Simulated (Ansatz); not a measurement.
# NaB3Te: the cost of one run

Program: Ansatz 0.2.0. Level of theory: DFT PBE, scalar-relativistic, plane waves, PAW. These are calculated values, not measurements.

**1. The system as given**

Symmetry: Pm-3m, No. 221, cubic system. Conventional cell: a = 4.106 Å, b = 4.106 Å, c = 4.106 Å, α = 90.00°, β = 90.00°, γ = 90.00°. Na (site symmetry m-3m) has 12 B at 2.90 Å in its first shell of neighbours. Around B (site symmetry 4/mmm) lie 2 Te at 2.05 Å and 4 Na at 2.90 Å and 8 B at 2.90 Å. Te (site symmetry m-3m) has 6 B at 2.05 Å in its first shell of neighbours.

As a file:

```cif
data_structure
_symmetry_space_group_name_H-M 'P 1'
_symmetry_Int_Tables_number 1
_cell_length_a 4.1061
_cell_length_b 4.1061
_cell_length_c 4.1061
_cell_angle_alpha 90.000
_cell_angle_beta 90.000
_cell_angle_gamma 90.000
_cell_volume 69.23
loop_
_atom_site_label
_atom_site_type_symbol
_atom_site_fract_x
_atom_site_fract_y
_atom_site_fract_z
_atom_site_occupancy
Na1 Na 0.00000 0.00000 0.00000 1
B1 B 0.00000 0.50000 0.50000 1
B2 B 0.50000 0.00000 0.50000 1
B3 B 0.50000 0.50000 0.00000 1
Te1 Te 0.50000 0.50000 0.50000 1
```

(A quick probe on a coarse mesh, which set the mesh and smearing, is not shown.)

**3. Rough relaxation on the coarse mesh**

Input file input.yaml:

```yaml
crystal:
  lattice:
    - [4.1061002158, 0.0, 0.0]
    - [0.0, 4.1061002158, 0.0]
    - [0.0, 0.0, 4.1061002158]
  atoms:
    - { symbol: Na, position: [0.0, 0.0, 0.0] }
    - { symbol: B, position: [0.0, 0.5, 0.5] }
    - { symbol: B, position: [0.5, 0.0, 0.5] }
    - { symbol: B, position: [0.5, 0.5, 0.0] }
    - { symbol: Te, position: [0.5, 0.5, 0.5] }
basis:
  ecutwfc: 420
kpoints:
  mp_grid: { grid: [4, 4, 4] }
hamiltonian:
  xc: pbe
scf:
  occupations: { method: gaussian, width: 0.1 }
  lower_state_search: "off"
output:
  forces: true
  stress: true
  eigenvalues: true
relax:
  adjacent_minimum: "off"
  f_tol: 0.04
  max_steps: 70
  cell: { stress_tol: 0.4 }
```

The run is started by

```sh
ansatz run input.yaml --threads 1 --pin off --max-ram 2560MiB --backend cpu --events-out ev --progress --plain --runs-dir out
```

**Question.** How long does this run take on 1 thread of Arm Neoverse V1, shared host, and how much memory does it need?

About 13 s, with a peak of 0.34 GiB.
